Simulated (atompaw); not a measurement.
**A PAW (atompaw) potential for Ga, from input to tests**

Do these settings give a usable potential? It is generated, then checked for scattering, ghosts and hardness.

Method: atompaw 4.2.0.5, PBE, scalar-relativistic.

## 1. The atom and the settings

The settings as typed:

| Item | Value |
| --- | --- |
| element | gallium (Ga, Z = 31) |
| type | PAW |
| frozen core | [Ar] |
| valence charge | 13 |
| reference configuration | 3d10 4s2 4p1 |
| partial waves | 4s (bound): rc 1.65 bohr; 4s channel at 0.65 Ry: rc 2.00 bohr; 4p (bound): rc 2.00 bohr; 4p channel at 0.55 Ry: rc 2.00 bohr; 3d (bound): rc 1.05 bohr; 3d channel at 1.35 Ry: rc 1.05 bohr |
| local potential | troulliermartins scheme with l = 3 at 0.5 Ry, radius 1.75 bohr |
| core correction | smooth core density matched at 1.85 bohr |
| augmentation charge | sinc compensation charge, radius 1.75 bohr; PAW radius 2.00 bohr; waves and projectors: custom rrkj gramschmidtortho |

An earlier all-electron run gives the scale for the radii.

All-electron outer shells of the reference configuration (PBE, scalar-relativistic, ld1.x):

```csv
shell,level (eV),outermost node (bohr),outermost maximum (bohr)
3s,-148.13,0.27,0.56
3p,-98.86,0.24,0.56
3d,-19.15,–,0.53
4s,-8.95,0.81,1.90
4p,-2.58,0.87,2.53
```

## 2. The generation run

Ga.input reads:

```
Ga 31
GGA-PBE scalarrelativistic loggrid 1500 logderivrange -3 5 201
4 4 3 0 0 0
4 1 1
0 0 0
c
c
c
v
c
c
v
v
2
2.00 1.75 1.75 1.85
y
0.65
n
y
0.55
n
y
1.35
n
custom rrkj gramschmidtortho sinc
3 0.5 troulliermartins
1.65
2.00
2.00
2.00
1.05
1.05
PWSCFOUT
UPFDX 0.0125d0 UPFXMIN -7.d0 UPFZMESH 31.d0
END
```

Started as:

```
$ atompaw < Ga.input > Ga.log
```

Q: Predict the outcome of this session. Wanted: cutoffs for 10 and 1 mRy, occupied levels; bound ghosts; largest phase difference near zero energy, channels read; lowest eigenvalue of the overlap; share of valence orbitals outside the PAW sphere; UPF file.

The runs gave:

| quantity | value |
| --- | --- |
| cutoffs for 10 and 1 mRy, occupied levels | 140 Ry and 230 Ry |
| bound ghosts | s at -69.98 eV |
| largest phase difference near zero energy, channels read | 0.000 rad |
| lowest eigenvalue of the overlap (Bessel basis) | 0.019 (s) |
| share of valence orbitals outside the PAW sphere | 4s 60 %, 4p 84 %, 3d 2 % |
| UPF file | written |

In words: A bound ghost (s) makes it unfit for use: electrons can fall into a state that the atom doesn't have. By its cutoff, 140 Ry for the looser tolerance, it is very hard. The slowest level is 3d: taken alone it needs 140 Ry to come within 1 mRy, against 15 Ry for 4s. Near zero energy the phases of the channels with partial waves agree within 0.001 rad. All of this concerns the isolated atom, not yet a solid.
